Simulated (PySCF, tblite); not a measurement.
# C5H3N3: geometry, infrared bands and NMR shifts

Aim: predict the infrared bands and NMR shifts of C5H3N3 (`C#Cc1cnncn1`).

Computed with tblite 0.8.0 and PySCF 2.14.0, with density-fitted response routines of our own, on a single molecule in the gas phase. Atoms are numbered from 0 throughout.

## (1) The starting structure

11 atoms, charge 0, multiplicity 1; geometry from: force field or distance geometry start.

Bonds of the start (Å): C0–C1 1.20, C1–C2 1.43, C2–C3 1.36, C3–N4 1.36, N4–N5 1.36, N5–C6 1.35, C6–N7 1.34, N7–C2 1.35, C0–H8 1.06, C3–H9 1.09, C6–H10 1.09.

## (2) Optimising the geometry with GFN2-xTB

What the job is given:

```
{"job": {"kind": "relax", "xc": "GFN2-xTB", "basis": "xTB"}, "charge": 0, "multiplicity": 1}
C      1.721800     2.284000    -0.457000
C      1.000800     1.340700    -0.269200
C      0.171900     0.203200    -0.026200
C      0.230500    -0.514400     1.126900
N     -0.578100    -1.583200     1.329800
N     -1.454300    -1.902200     0.333400
C     -1.469900    -1.145500    -0.789200
N     -0.685500    -0.079500    -1.023700
H      2.340000     3.128400    -0.641400
H      0.912000    -0.292100     1.943600
H     -2.183700    -1.436700    -1.553000
```

Started as:

```console
$ OMP_NUM_THREADS=1 python probes_run.py task.json out
```

The driver reads the jobs from task.json and runs them one after another.

**Question.** This job is followed by: GFN2-xTB harmonic vibrations, gas phase; GIAO PBE0/pcSseg-1 NMR shielding, non-relativistic, gas phase. What will the session give for the following? strongest single infrared mode (GFN2-xTB); zero-point energy (GFN2-xTB); 13C shifts against TMS (PBE0/pcSseg-1); 1H shifts against TMS (PBE0/pcSseg-1); 15N shifts against NH3 (PBE0/pcSseg-1).

As calculated:

```
                                 quantity                                value
strongest single infrared mode (GFN2-xTB)                 1472 cm⁻¹, 74 km/mol
             zero-point energy (GFN2-xTB)                        43.9 kcal/mol
   13C shifts against TMS (PBE0/pcSseg-1)  162.5, 159.8, 147.2, 98.6, 84.3 ppm
    1H shifts against TMS (PBE0/pcSseg-1)                10.10, 9.71, 3.35 ppm
   15N shifts against NH3 (PBE0/pcSseg-1)              490.0, 440.8, 334.9 ppm
```

What this shows: Relaxing lowered the energy by 0.254 eV in 27 steps; the close pair that moved most is N4–N5, from 1.365 to 1.306 Å. All 27 modes are real, so the xTB geometry is a minimum. The strongest single mode, at 1472 cm⁻¹, is carried by C2, N7, N4. Unscaled tight-binding wavenumbers are off by several per cent, some by more. Its intensities can rank the bands wrongly. At PBE0/pcSseg-1: The widest tensor belongs to N4: span 955 ppm, with a paramagnetic part of -541 ppm. NICS(1)zz of -26 ppm above the planar ring from C2 marks a diatropic (aromatic) ring current.
